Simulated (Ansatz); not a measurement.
Ta4O, space group P4/mmm: an equation of state with a fit, run with the Python package of Ansatz (0.2.0).

`ta4o.py`:
```python
# -*- coding: utf-8 -*-
import warnings

import ansatz as az
import numpy as np
from pymatgen.analysis.eos import EOS

VECTORS = np.array([
    [3.2575, 0.0, 0.0],
    [0.0, 3.2575, 0.0],
    [0.0, 0.0, 7.40934],
])
SITES = [
    ("Ta", (0.0, 0.0, 0.5)),
    ("Ta", (0.5, 0.5, 0.78316)),
    ("Ta", (0.5, 0.5, 0.21684)),
    ("Ta", (0.0, 0.0, 0.0)),
    ("O", (0.5, 0.5, 0.5)),
]


def build(cell):
    crystal = az.Crystal(lattice=az.Lattice.of(cell))
    for symbol, position in SITES:
        crystal = crystal.atom(symbol, position)
    return crystal

warnings.simplefilter("ignore", az.DeckWarning)

volumes, energies = [], []
for scale in np.linspace(0.92, 1.08, 7):
    cell = VECTORS * scale ** (1 / 3)
    setup = (
        build(cell).calculation()
        .functional("LDA")
        .pseudopotentials("paw")
        .basis(510)
        .occupations("Fermi-Dirac", width=100 * az.meV)
        .scf(tolerance=1e-10)
        .kpoints(7, 7, 3)
    )
    rep = setup.run(threads=1).report
    volumes.append(abs(np.linalg.det(cell)) / len(SITES))
    energies.append(rep["free_energy_ev"] / len(SITES))
    print(f"V = {volumes[-1]:8.4f} A^3/atom  F = {energies[-1]:.5f} eV/atom")

for form in ["birch_murnaghan", "murnaghan", "vinet"]:
    fit = EOS(eos_name=form).fit(volumes, energies)
    print(f"{form:18s} V0 {fit.v0:8.4f} A^3/atom  B0 {fit.b0_GPa:7.1f} GPa  B1 {fit.b1:5.2f}")
```

Its results, one of them left out:

| V (Å³/atom) | F less the lowest row shown (meV/atom) |
| --- | --- |
| 14.467 | ? |
| 14.886 | 0.00 |
| 15.305 | 12.50 |
| 15.725 | 40.56 |
| 16.144 | 82.03 |
| 16.563 | 135.03 |
| 16.983 | 197.94 |

What is the missing energy at 14.467 Å³ an atom?

A third-order Birch-Murnaghan fit, E = E0 + (9 V0 B0 / 16) [(t - 1)³ B' + (t - 1)² (6 - 4t)] with t = (V0/V)^(2/3), through the 6 rows shown gives V0 = 14.797 Å³, B0 = 251.5 GPa, B' = 4.33 and E0 = -0.42 meV. At V = 14.467 Å³, t = 1.01516, and the fit extrapolates to 5.61 meV. The run gave 5.53 meV, a miss of 0.08 meV.

Spin is left out of this run. Shape and fractional positions are held along the curve, so the bulk modulus is an upper value where they are free to relax. The mesh is modest for a metal, so energies can be off by several to tens of meV an atom and pressures by half a GPa or more; differences at equal mesh fare better. Spin-orbit coupling, which matters for elements this heavy, is left out. This cell is a computed structure, which may not be the phase found in nature. Timing: 26 s on 1 thread of Arm Neoverse V2, with other jobs on the host, peak memory 0.51 GiB.
